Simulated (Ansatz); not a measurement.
# TiO: the cost of one run

Program: Ansatz 0.2.0. Level of theory: DFT PBEsol, scalar-relativistic, plane waves, PAW. These are calculated values, not measurements.

2 further runs of the same task are left out: 2 set aside as unsound or not needed.

**1. The starting structure**

It takes space group P6_3/mmc (No. 194, hexagonal). The conventional cell has a = 2.819 Å, b = 2.819 Å, c = 5.456 Å, α = 90.00°, β = 90.00°, γ = 120.00°. Ti (site symmetry -6m2) has 6 O at 2.12 Å in its first shell of neighbours. O (site symmetry -3m) has 6 Ti at 2.12 Å in its first shell of neighbours.

As a file:

```
CELL_PARAMETERS angstrom
2.81877 0.00000 0.00000
-1.40938 2.44113 0.00000
0.00000 0.00000 5.45627
ATOMIC_POSITIONS crystal
Ti 0.33333 0.66667 0.25000
Ti 0.66667 0.33333 0.75000
O 0.00000 0.00000 0.00000
O 0.00000 0.00000 0.50000
```

It goes back to an entry of the Materials Project, which need not be the stable form.

It is the result of an earlier relaxation at this level (volume 9.39 Å³/atom; gap on the mesh: none (metal)).

**2. The undisturbed cell**

Input file input.yaml:

```yaml
crystal:
  lattice:
    - [2.818768975, 0.0, 0.0]
    - [-1.4093844875, 2.4411255397, 0.0]
    - [0.0, 0.0, 5.4562749489]
  atoms:
    - { symbol: Ti, position: [0.3333333333, 0.6666666667, 0.25] }
    - { symbol: Ti, position: [0.6666666667, 0.3333333333, 0.75] }
    - { symbol: O, position: [0.0, 0.0, 0.0] }
    - { symbol: O, position: [0.0, 0.0, 0.5] }
basis:
  ecutwfc: 420
kpoints:
  mp_grid: { grid: [12, 12, 6] }
hamiltonian:
  xc: pbesol
scf:
  occupations: { method: gaussian, width: 0.15 }
output:
  forces: true
  stress: true
  eigenvalues: true
  write_density: true
  write_potential: true
  elf: true
  volumetric_format: npy
```

Run with:

```sh
ansatz run input.yaml --threads 2 --pin off --max-ram 5120MiB --backend cpu --events-out ev --progress --plain --runs-dir out
```

Q: Estimate wall time and peak memory on 2 threads of Arm Neoverse V2, shared host.

About 2.5 s, with a peak of 0.34 GiB.
